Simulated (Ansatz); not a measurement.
HfCd and its elements, a formation energy from the elements

Program: Ansatz 0.2.0, Python API.

The script, `hfcd.py`:
```python
'''Is HfCd bound against its elements, after relaxing cells and atoms.'''

from collections import Counter
import warnings

import ansatz as az
import numpy as np

PHASES = {
    'HfCd': (
        [(3.0472637, 0.0, 0.0), (0.0, 3.0472637, 0.0), (0.0, 0.0, 9.16246376)],
        [
            ('Hf', (0.0, 0.5, 0.88164167)),
            ('Hf', (0.5, 0.0, 0.11835833)),
            ('Cd', (0.0, 0.5, 0.37747433)),
            ('Cd', (0.5, 0.0, 0.62252567)),
        ],
    ),
    'Hf': (
        [(3.1967, 0.0, 0.0), (-1.59835, 2.76842341, 0.0), (0.0, 0.0, 5.0578)],
        [
            ('Hf', (1 / 3, 2 / 3, 0.25)),
            ('Hf', (2 / 3, 1 / 3, 0.75)),
        ],
    ),
    'Cd': (
        [(2.97887, 0.0, 0.0), (-1.489435, 2.57977709, 0.0), (0.0, 0.0, 5.61765)],
        [
            ('Cd', (1 / 3, 2 / 3, 0.25)),
            ('Cd', (2 / 3, 1 / 3, 0.75)),
        ],
    ),
}


def build(vectors, sites):
    crystal = az.Crystal(lattice=az.Lattice.of(vectors))
    for symbol, position in sites:
        crystal = crystal.atom(symbol, position)
    return crystal


def compute(name, crystal):
    calc = (
        crystal.calculation()
        .functional('lda')
        .basis(550)
        .kpoints(spacing=0.27)
        .occupations('fermi_dirac', width=0.1)
        .stress()
    )
    calc = calc.relax(force_tolerance=0.03, cell=True)
    return calc.run(threads=1)


def counts(outcome):
    return Counter(site.symbol for site in outcome.lattice.sites)

def formation_energy(outcome, mu):
    n = counts(outcome)
    return (outcome.report['energy_sigma0_ev'] - sum(k * mu[element] for element, k in n.items())) / sum(n.values())


def volume_per_atom(outcome):
    return abs(np.linalg.det(outcome.lattice.cell_ang)) / len(outcome.lattice.sites)

warnings.simplefilter('ignore', az.DeckWarning)

phases = {name: build(*cell) for name, cell in PHASES.items()}

done = {}
for name, crystal in phases.items():
    done[name] = compute(name, crystal)
    print(f'{name}: {done[name].report["energy_sigma0_ev"]:.4f} eV, {len(done[name].lattice.sites)} atoms')

# chemical potentials of the elements at zero temperature
references = {'Hf': 'Hf', 'Cd': 'Cd'}
mu = {element: done[name].report['energy_sigma0_ev'] / len(done[name].lattice.sites) for element, name in references.items()}

target = done['HfCd']
heat = formation_energy(target, mu)
rows = [(name, len(o.lattice.sites), volume_per_atom(o), formation_energy(o, mu)) for name, o in done.items()]
print('     phase       atoms  V (A^3/atom)  E_form (eV/atom)')
for row in rows:
    print(f'{str(row[0]):>10}  {row[1]:10d}  {row[2]:12.3f}  {row[3]:16.4f}')
```

```console
$ python hfcd.py
HfCd: -47190.0150 eV, 4 atoms
Hf: -30953.7243 eV, 2 atoms
Cd: -16235.7884 eV, 2 atoms
     phase       atoms  V (A^3/atom)  E_form (eV/atom)
      HfCd           4        19.829           -0.1256
        Hf           2        20.810            0.0000
        Cd           2        19.965            0.0000
```

Caveats:
- Total energies depend on the potentials; only differences at equal settings carry meaning.
- For the metals among these phases the mesh is modest: differences between phases can be off by up to 40 meV an atom.
- Spin-orbit coupling, which matters for elements this heavy, is left out.
- The cells come from databases of deposited and of computed structures, and not all need be stable phases.
- The compound is the structure given, not necessarily its lowest; energies are at zero temperature, with no correction for gases. A semilocal functional's error on such energies is often 0.05 to 0.1 eV an atom, and 0.1 to 0.3 eV against gases such as O2 or F2.
- Wall time of the script: 110 s on 1 thread of Arm Neoverse V2, with other jobs on the host, peak memory 0.54 GiB.
